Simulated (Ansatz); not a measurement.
The system is Ge2Sb2Te5.

```
Te Sb Ge
1.0
     4.29406    0.00000    0.00000
    -2.14703    3.71877    0.00000
     0.00000    0.00000   17.10135
Te Sb Ge
5 2 2
Direct
  0.66667 0.33333 0.41989
  0.33333 0.66667 0.58011
  0.33333 0.66667 0.20154
  0.66667 0.33333 0.79846
  0.00000 0.00000 0.00000
  0.00000 0.00000 0.32007
  0.00000 0.00000 0.67993
  0.66667 0.33333 0.10290
  0.33333 0.66667 0.89711
```

The cell comes from a database or a generator and needn't be the stable form of this composition.

Base run:

```yaml
Program: Ansatz 0.2.0
Functional: LDA
Potentials_or_basis: Ansatz PAW
Cutoff: "420 eV (not typed: the program's choice for these potentials)"
k_mesh: 7 × 7 × 2
Occupations: fermi-dirac, width 0.05 eV
Spin: no spin polarisation
```

Its results: band gap on the k mesh 0.29 eV, direct; pressure -3.3 GPa; largest force 0.201 eV/Å.

Task: The run is repeated on the same cell with these changes: functional from LDA to revPBE. What comes out?

Result: Band gap on the k mesh 0.27 eV, direct; pressure 1.3 GPa; largest force 0.093 eV/Å.

revPBE binds less tightly than LDA, so the same cell stands under more pressure.

Caveats: spin-orbit coupling is left out, which moves the levels of the heavy elements; the PAW data sets come from PBE, with cores solved anew for the run's functional, which leaves a small shift of forces and pressure.
